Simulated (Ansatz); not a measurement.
# CH7BOSi: one species, many methods

One table from this session's results is given with a row withheld; the runs are named, their logs left out.

Program: Ansatz 0.2.0, Gaussian basis. Level of theory: functionals in def2-TZVPP, the program's frozen cores in correlated methods. These are calculated values, not measurements.

The runs, in order: LDA (SPW92), PBE-D4, revPBE-D4, BLYP-D4, r2SCAN-D4, B97M-V, PBE0-D4, B3LYP-D4, r2SCANh-D4, r2SCAN0-D4, HSE06-D4, BHLYP-D4, CAM-B3LYP-D4, LC-ωPBE, ωB97X-V, ωB97M-V, B2PLYP, PBE-QIDH; CCSD(T)/def2-SVP; CCSD(T)/def2-TZVPP; MP2/def2-QZVPP; extrapolation to the limit; RPA on PBE.

## Structure used throughout

An earlier PBE0-D4 in a triple-zeta def2 set relaxation fixed the geometry.

SMILES `COB[SiH3]`, 11 atoms, charge 0, spin multiplicity 1.

Atoms are counted from 1 here; the program's logs count them from 0.

Bond lengths: C1–O2 1.416 Å, C1–H5 1.091 Å, C1–H6 1.091 Å, C1–H7 1.093 Å, O2–B3 1.341 Å, B3–Si4 2.025 Å, B3–H8 1.208 Å, Si4–H9 1.492 Å, Si4–H10 1.492 Å, Si4–H11 1.489 Å. Angles: O2–C1–H5 108.7°, O2–C1–H6 108.7°, O2–C1–H7 111.1°, H5–C1–H6 108.8°, H5–C1–H7 109.8°, H6–C1–H7 109.8°, C1–O2–B3 122.5°, O2–B3–Si4 119.1°, O2–B3–H8 118.8°, Si4–B3–H8 122.1°, B3–Si4–H9 109.9°, B3–Si4–H10 110.0°, B3–Si4–H11 113.5°, H9–Si4–H10 106.8°, H9–Si4–H11 108.2°, H10–Si4–H11 108.3°.

The first run:

Input file in.yaml:

```yaml
crystal:
  periodic: [false, false, false]
  atoms:
    - {symbol: C, position_ang: [-1.637322, 1.189061, -0.641127]}
    - {symbol: O, position_ang: [-0.344493, 0.795358, -0.216932]}
    - {symbol: B, position_ang: [-0.033148, -0.479071, 0.058590]}
    - {symbol: Si, position_ang: [1.848436, -0.925009, 0.660778]}
    - {symbol: H, position_ang: [-1.553961, 1.668606, -1.617963]}
    - {symbol: H, position_ang: [-2.034741, 1.912308, 0.073104]}
    - {symbol: H, position_ang: [-2.308132, 0.328418, -0.707743]}
    - {symbol: H, position_ang: [-0.886638, -1.325977, -0.059417]}
    - {symbol: H, position_ang: [1.812086, -1.551811, 2.014318]}
    - {symbol: H, position_ang: [2.454585, -1.927912, -0.262569]}
    - {symbol: H, position_ang: [2.748626, 0.259229, 0.719662]}
basis:
  gaussian: {orbitals: def2-TZVPP}
hamiltonian: {xc: lda}
output: {orbitals: {seedname: orbitals}}
```

The run is started by

```console
> ansatz run in.yaml --threads 2 --pin off --events-out ev --progress --plain --max-ram 4352MiB
```

Among the steps run: LDA; PBE-D4 (GGA); revPBE-D4 (GGA); BLYP-D4 (GGA); r2SCAN-D4 (meta-GGA); B97M-V (meta-GGA); B3LYP-D4 (hybrid); r2SCANh-D4 (hybrid); r2SCAN0-D4 (hybrid); HSE06-D4 (hybrid); BHLYP-D4 (hybrid); CAM-B3LYP-D4 (range-separated); LC-ωPBE (range-separated); ωB97X-V (range-separated); ωB97M-V (range-separated); B2PLYP (double hybrid); PBE-QIDH (double hybrid).

One of the session's tables, all rows but one given; the rest of the session is left out.

It belongs to the step «Orbital energies across the functionals». 

| functional | HOMO (eV) | gap (eV) |
| --- | --- | --- |
| LDA (SPW92) | -6.56 | 4.41 |
| PBE-D4 | -6.49 | 4.56 |
| revPBE-D4 | -6.46 | 4.61 |
| BLYP-D4 | ? | ? |
| r2SCAN-D4 | -6.75 | 5.08 |
| B97M-V | -6.89 | 5.08 |
| PBE0-D4 | -7.75 | 6.77 |
| B3LYP-D4 | -7.56 | 6.38 |
| r2SCANh-D4 | -7.22 | 5.89 |
| r2SCAN0-D4 | -7.92 | 7.09 |
| HSE06-D4 | -7.35 | 5.99 |
| BHLYP-D4 | -8.94 | 8.98 |
| CAM-B3LYP-D4 | -9.12 | 9.26 |
| LC-ωPBE | -10.44 | 11.76 |
| ωB97X-V | -10.12 | 11.31 |
| ωB97M-V | -9.92 | 10.87 |

**Question.** Estimate the row for BLYP-D4.

Worked estimate for «HOMO (eV)». Against the share of exact exchange, B3LYP-D4 (0.2, -7.56), BHLYP-D4 (0.5, -8.94) give a slope of -4.60 per unit share; at 0 the line stands at -6.64.

**Answer.** HOMO (eV): -6.39; gap (eV): 4.62. In «HOMO (eV)» the line misses by -0.25.
